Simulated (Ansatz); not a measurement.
# CdAg: stress in a strained cell

Aim: deform CdAg (equal xx and yy strain of +1 %) and compute stress, forces and field gradients with LAPW, PAW and all-electron datasets made for the crystal.

Program: Ansatz 0.2.0. Level of theory: DFT PBEsol, scalar-relativistic. These are calculated values, not measurements.

### 1 Starting point

Symmetry: Pm-3m, No. 221, cubic system. The conventional cell has a = 3.330 Å, b = 3.330 Å, c = 3.330 Å, α = 90.00°, β = 90.00°, γ = 90.00°. Around Cd (site symmetry m-3m) lie 8 Ag at 2.88 Å. Around Ag (site symmetry m-3m) lie 8 Cd at 2.88 Å.

Structure file:

```xyz
2
Lattice="3.3300 0.0000 0.0000 0.0000 3.3300 0.0000 0.0000 0.0000 3.3300" Properties=species:S:1:pos:R:3 pbc="T T T"
Cd    1.6650    1.6650    1.6650
Ag    0.0000    0.0000    0.0000
```

Atoms are numbered in the order of the input: Cd1, Ag2.

### 2 The deformed structure

Space group Pm-3m before, P4/mmm after.

### 3 All-electron LAPW

Contents of input.yaml:

```yaml
crystal:
  lattice:
    - [3.3633, 0.0, 0.0]
    - [0.0, 3.3633, 0.0]
    - [0.0, 0.0, 3.33]
  atoms:
    - { symbol: Cd, position: [0.5, 0.5, 0.5] }
    - { symbol: Ag, position: [0.0, 0.0, 0.0] }
kpoints:
  mp_grid: { grid: [12, 12, 12] }
  band_path:
    path:
      - [0.0, 0.0, 0.0]
      - [0.0, 0.5, 0.0]
      - [0.5, 0.5, 0.0]
      - [0.0, 0.0, 0.0]
      - [0.0, 0.0, 0.5]
      - [0.0, 0.5, 0.5]
      - [0.5, 0.5, 0.5]
      - [0.0, 0.0, 0.5]
      - [0.0, 0.5, 0.0]
    npoints: 5
scf:
  occupations: { method: fermi_dirac, width: 0.05 }
hamiltonian:
  xc: pbesol
  pseudopotentials: { kind: all_electron, lapw: { basis_error: 0.00025 } }
output:
  forces: true
  stress: true
  eigenvalues: true
```

Launch:

```bash
$ ansatz run input.yaml --threads 1 --pin off --max-ram 3072MiB --backend cpu --events-out ev --progress --plain --runs-dir out
```

### 4 Frozen-core PAW

Contents of input.yaml:

```yaml
crystal:
  lattice:
    - [3.3633, 0.0, 0.0]
    - [0.0, 3.3633, 0.0]
    - [0.0, 0.0, 3.33]
  atoms:
    - { symbol: Cd, position: [0.5, 0.5, 0.5] }
    - { symbol: Ag, position: [0.0, 0.0, 0.0] }
kpoints:
  mp_grid: { grid: [12, 12, 12] }
scf:
  occupations: { method: fermi_dirac, width: 0.05 }
hamiltonian:
  xc: pbesol
  pseudopotentials: { kind: paw }
output:
  forces: true
  stress: true
  eigenvalues: true
  efg: { contact_densities: true }
```

### 5 Datasets made for this crystal

input.yaml, as its differences from that of step 4:

```diff
@@ -14,3 +14,3 @@
   xc: pbesol
-  pseudopotentials: { kind: paw }
+  pseudopotentials: { kind: all_electron, datasets: crystal }
 output:
```

(Steps that only read results are left out.)

Q: Predict the outcome of this session. Wanted: pressure; largest shear or deviatoric stress.

The runs gave:

| quantity | value |
| --- | --- |
| pressure | LAPW -3.31, PAW -3.30, crystal datasets -3.31 GPa |
| largest shear or deviatoric stress (LAPW) | 0.20 GPa |

The largest part of the stress beyond the pressure is 0.20 GPa in size, in the zz component; the atoms are carried along and not relaxed. No run of the undeformed cell stands beside it, so the pressure holds what the given cell had before the change. PAW: stress within 0.02 GPa of LAPW. Crystal datasets: stress within 0.01 GPa of LAPW.
